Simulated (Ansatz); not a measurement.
# C2H6O2Si2: up Jacob's ladder to CCSD(T)

The task here is to estimate one member of a computed series from the others.

Method: functionals in def2-TZVPP, the program's frozen cores in correlated methods; program: Ansatz 0.2.0, Gaussian basis.

Levels to be run: PBE-D4, r2SCAN-D4, PBE0-D4, B3LYP-D4, ωB97X-V, ωB97M-V, B2PLYP; CCSD(T)/def2-TZVPP; MP2/def2-QZVPP; extrapolation to the limit.

**The relaxed structure**

An earlier PBE0-D4 in a triple-zeta def2 set relaxation fixed the geometry.

SMILES `O=C1C[SiH]1[SiH2]O`, 12 atoms, charge 0, spin multiplicity 1.

Atoms are counted from 1 here; the program's logs count them from 0.

Bond lengths: O1–C2 1.190 Å, C2–C3 1.490 Å, C2–Si4 1.896 Å, C3–Si4 1.912 Å, C3–H7 1.091 Å, C3–H8 1.089 Å, Si4–Si5 2.322 Å, Si4–H9 1.484 Å, Si5–O6 1.651 Å, Si5–H10 1.491 Å, Si5–H11 1.490 Å, O6–H12 0.959 Å. Angles: O1–C2–C3 138.2°, O1–C2–Si4 153.5°, C3–C2–Si4 67.6°, C2–C3–Si4 66.4°, C2–C3–H7 114.6°, C2–C3–H8 116.7°, Si4–C3–H7 114.9°, Si4–C3–H8 123.9°, H7–C3–H8 112.7°, C2–Si4–C3 46.1°, C2–Si4–Si5 120.2°, C2–Si4–H9 116.9°, C3–Si4–Si5 116.2°, C3–Si4–H9 116.5°, Si5–Si4–H9 119.6°, Si4–Si5–O6 108.3°, Si4–Si5–H10 107.1°, Si4–Si5–H11 110.3° and more.

Coordinates:

```xyz
12

O    -3.2215   -0.1810    0.1462
C    -2.0583   -0.3768    0.3043
C    -1.1139   -0.6110    1.4328
Si   -0.3178   -0.8335   -0.2918
Si    1.1620    0.8268   -0.9608
O     2.6735    0.4166   -0.4390
H    -0.8104    0.2911    1.9653
H    -1.3494   -1.4358    2.1038
H    -0.1098   -2.2294   -0.7509
H     0.6939    2.1033   -0.3494
H     1.1246    0.9881   -2.4411
H     3.4042    0.9863   -0.6856
```

Set-up of the first run:

The input, in.yaml:

```yaml
crystal:
  periodic: [false, false, false]
  atoms:
    - {symbol: O, position_ang: [-3.221491, -0.181006, 0.146223]}
    - {symbol: C, position_ang: [-2.058329, -0.376847, 0.304329]}
    - {symbol: C, position_ang: [-1.113855, -0.611050, 1.432815]}
    - {symbol: Si, position_ang: [-0.317831, -0.833496, -0.291750]}
    - {symbol: Si, position_ang: [1.161955, 0.826756, -0.960774]}
    - {symbol: O, position_ang: [2.673475, 0.416640, -0.439009]}
    - {symbol: H, position_ang: [-0.810356, 0.291134, 1.965284]}
    - {symbol: H, position_ang: [-1.349408, -1.435820, 2.103770]}
    - {symbol: H, position_ang: [-0.109770, -2.229361, -0.750898]}
    - {symbol: H, position_ang: [0.693897, 2.103331, -0.349413]}
    - {symbol: H, position_ang: [1.124594, 0.988079, -2.441119]}
    - {symbol: H, position_ang: [3.404216, 0.986342, -0.685558]}
basis:
  gaussian: {orbitals: def2-TZVPP}
hamiltonian: {xc: pbe, dispersion: d4}
output: {forces: true, orbitals: {seedname: orbitals}}
```

Command:

```console
$ ansatz run in.yaml --threads 4 --pin off --events-out ev --progress --plain --max-ram 10444MiB
```

Among the steps run: PBE-D4 (GGA); r2SCAN-D4 (meta-GGA); PBE0-D4 (hybrid); B3LYP-D4 (hybrid); ωB97X-V (range-separated); ωB97M-V (range-separated); B2PLYP (double hybrid); CCSD(T) in def2-TZVPP; MP2 in def2-QZVPP.

One of the session's tables, all rows but one given; the rest of the session is left out.

| method | atomisation energy (kcal/mol) |
| --- | --- |
| PBE-D4 | 1096.3 |
| r2SCAN-D4 | 1075.2 |
| PBE0-D4 | 1068.9 |
| B3LYP-D4 | 1065.9 |
| ωB97X-V | 1073.5 |
| ωB97M-V | 1070.6 |
| B2PLYP | 1054.8 |
| HF/def2-TZVPP | 746.4 |
| MP2/def2-TZVPP | 1059.6 |
| CCSD/def2-TZVPP | 1016.1 |
| CCSD(T)/def2-TZVPP | 1036.5 |
| MP2/CBS | 1091.7 |
| CCSD(T)/CBS | ? |

**Question.** Estimate the row for CCSD(T)/CBS.

As computed: atomisation energy (kcal/mol): 1068.6. In the column «atomisation energy (kcal/mol)» it lies between B3LYP-D4 (1065.9) and PBE0-D4 (1068.9).
